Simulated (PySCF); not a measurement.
# SiBr₂⁺: structure of the doublet

The task is one start of a wider search on SiBr₂⁺: the doublet, from a bent start. It is relaxed, tested by its Hessian and followed downhill if it is a saddle.

The runs use PySCF 2.14.0; PBE0, basis Si def2-TZVP, Br def2-TZVP, no relativity, density fitting.

## (1) The system as given

3 atoms, charge 1, spin multiplicity 2.

Bond lengths: Si1–Br2 2.254 Å, Si1–Br3 2.254 Å. Angles: Br2–Si1–Br3 110.0°.

```xyz
3
charge 1 multiplicity 2
Si    0.0000    0.0000    0.0000
Br    1.8464    0.0000    1.2928
Br   -1.8464    0.0000    1.2928
```

## (2) The SCF at the typed geometry

One driver script runs all steps and calls PySCF; scf.py shows how it sets up the SCF of each step. The optimiser is the driver's own. After this first run the driver tries any further starts and a stability analysis.

Contents of scf.py:

```python
from pyscf import gto, scf, dft
mol = gto.M(atom='''
Si     0.000000     0.000000     0.000000
Br     1.846400     0.000000     1.292800
Br    -1.846400     0.000000     1.292800''',
    basis={'Si': 'def2-TZVP', 'Br': 'def2-TZVP'},
    charge=1, spin=1)
mf = dft.UKS(mol, xc='PBE0')
mf.grids.atom_grid = (50, 194)
aux = {'Si': 'def2-universal-JKFIT', 'Br': 'def2-universal-JKFIT'}
mf = mf.density_fit(auxbasis=aux)
mf.conv_tol = 1e-08
mf.diis_space = 10
mf.max_cycle = 60
mf.init_guess = 'minao'
mf.verbose = 4
mf.kernel()
```

The run is started by

```console
$ OMP_NUM_THREADS=4 python axn.py task.json out
```

After this run come: Relaxation: bent start, doublet; Frequencies.

Before running it: what results should come out? Wanted: minimum; geometry; wavenumbers; dipole moment; highest occupied, lowest empty level; polar-tensor charge of Si1; zero-point energy; ⟨S²⟩.

As calculated:

| quantity | value |
| --- | --- |
| minimum | doublet, C2v |
| geometry | Si–Br 2.128 Å (×2); Br–Si–Br 123.4° |
| wavenumbers (cm⁻¹) | 123 (a1), 400 (a1), 577 (b2) |
| dipole moment (centre of mass) | 1.87 D |
| highest occupied, lowest empty level (either spin) | -13.73, -10.46 eV |
| polar-tensor charge of Si1 | +1.15 e |
| zero-point energy | 6.6 kJ/mol |
| entropy at 298.15 K | 307.3 J/(mol K) |
| ⟨S²⟩ | 0.756 |

In words: The molecule stays C2v, as typed, and the end point is a minimum. The strongest infrared band lies at 577 cm⁻¹ (b2). Most of the spin sits on Si1 (Mulliken spin 0.64, against 1 for the whole molecule). Only this shape and spin were tried, so other structures or states may lie lower.
